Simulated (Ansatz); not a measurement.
# ClH2O2Sc: one species, many methods

An exercise on one series of results from a longer session: the logs are not shown, and one member is left open.

Computed with Ansatz 0.2.0, Gaussian basis. Level: functionals in def2-TZVPP, the program's frozen cores in correlated methods.

Levels to be run: LDA (SPW92), PBE-D4, revPBE-D4, BLYP-D4, r2SCAN-D4, B97M-V, PBE0-D4, B3LYP-D4, r2SCANh-D4, r2SCAN0-D4, HSE06-D4, BHLYP-D4, CAM-B3LYP-D4, LC-ωPBE, ωB97X-V, ωB97M-V, B2PLYP, PBE-QIDH; CCSD(T)/def2-SVP; CCSD(T)/def2-TZVPP; MP2/def2-QZVPP; extrapolation to the limit; RPA on PBE.

## Structure used throughout

An earlier PBE0-D4 in a triple-zeta def2 set relaxation fixed the geometry.

SMILES `[OH][Sc]([OH])[Cl]`, 6 atoms, charge 0, spin multiplicity 1.

Atoms are counted from 1 here; the program's logs count them from 0.

Bond lengths: O1–Sc2 1.848 Å, O1–H5 0.953 Å, Sc2–O3 1.848 Å, Sc2–Cl4 2.325 Å, O3–H6 0.953 Å. Angles: Sc2–O1–H5 172.9°, O1–Sc2–O3 120.4°, O1–Sc2–Cl4 119.8°, O3–Sc2–Cl4 119.8°, Sc2–O3–H6 173.2°.

Set-up of the first run:

The input, in.yaml:

```yaml
crystal:
  periodic: [false, false, false]
  atoms:
    - {symbol: O, position_ang: [-1.654334, -0.263761, -0.038100]}
    - {symbol: Sc, position_ang: [0.188818, -0.368196, -0.114748]}
    - {symbol: O, position_ang: [1.225205, 1.109075, 0.281906]}
    - {symbol: Cl, position_ang: [1.209451, -2.369179, -0.713251]}
    - {symbol: H, position_ang: [-2.589613, -0.097532, 0.033300]}
    - {symbol: H, position_ang: [1.662574, 1.925494, 0.504693]}
basis:
  gaussian: {orbitals: def2-TZVPP}
hamiltonian: {xc: lda}
output: {orbitals: {seedname: orbitals}}
```

Steps of the session up to this table: LDA; PBE-D4 (GGA); revPBE-D4 (GGA); BLYP-D4 (GGA); r2SCAN-D4 (meta-GGA); B97M-V (meta-GGA); PBE0-D4 (hybrid); B3LYP-D4 (hybrid); r2SCANh-D4 (hybrid); r2SCAN0-D4 (hybrid); HSE06-D4 (hybrid); BHLYP-D4 (hybrid); CAM-B3LYP-D4 (range-separated); LC-ωPBE-D4 (range-separated; the results give it without D4); ωB97X-V (range-separated); ωB97M-V (range-separated); B2PLYP (double hybrid); PBE-QIDH (double hybrid).

One of the session's tables, all rows but one given; the rest of the session is left out.

It belongs to the step «Orbital energies across the functionals». 

```
  functional  HOMO (eV)  LUMO (eV)  gap (eV)
 LDA (SPW92)      -7.12      -3.16      3.97
      PBE-D4      -6.95      -2.93      4.02
   revPBE-D4      -6.89      -2.79      4.10
     BLYP-D4      -6.81      -2.96      3.85
   r2SCAN-D4      -7.31      -2.63      4.68
      B97M-V      -7.37      -2.78      4.58
     PBE0-D4      -8.39      -1.98      6.41
    B3LYP-D4      -8.12      -2.38      5.74
  r2SCANh-D4      -7.84      -2.28      5.56
  r2SCAN0-D4      -8.64      -1.78      6.85
    HSE06-D4      -7.99      -2.36      5.63
    BHLYP-D4      -9.69      -1.27      8.42
CAM-B3LYP-D4      -9.78      -1.17      8.61
     LC-ωPBE          ?          ?         ?
     ωB97X-V     -10.82      -0.04     10.77
     ωB97M-V     -10.68      -0.39     10.29
```

Estimate the missing values for LC-ωPBE.

**Answer.** HOMO (eV): -11.19; LUMO (eV): 0.15; gap (eV): 11.34. In the column «HOMO (eV)» it is the lowest.
